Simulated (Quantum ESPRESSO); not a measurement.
CoW3: Wannier functions under several settings

```
W Co
1.0
     3.90735    0.00000    0.00000
     0.00000    3.90735    0.00000
     0.00000    0.00000    3.90735
W Co
3 1
Direct
  0.50000 0.50000 0.00000
  0.50000 0.00000 0.50000
  0.00000 0.50000 0.50000
  0.00000 0.00000 0.00000
```

The cell comes from a database or a generator and needn't be the stable form of this composition.

All runs used Quantum ESPRESSO 7.5; potentials GBRV 1.5 LDA; k mesh 6 × 6 × 6; given cell; collinear spin, ferromagnetic start; cutoff 762 eV; occupations fermi-dirac, width 0.05 eV.

```tsv
level	start	Wannier mesh	spread a function (Å²)	RMS miss of the bands (meV)
LDA	atomic projections with disentanglement	4 × 4 × 4	1.31	9
LDA	atomic projections with disentanglement, not minimised	4 × 4 × 4	?	?
LDA	SCDM with an erfc weight	4 × 4 × 4	2.50	28
```

Q: What stands in the row left open?

A: Spread a function 1.73 Å²; RMS miss of the bands 28 meV.

Caveats: the Wannier minimisation didn't converge (some runs).

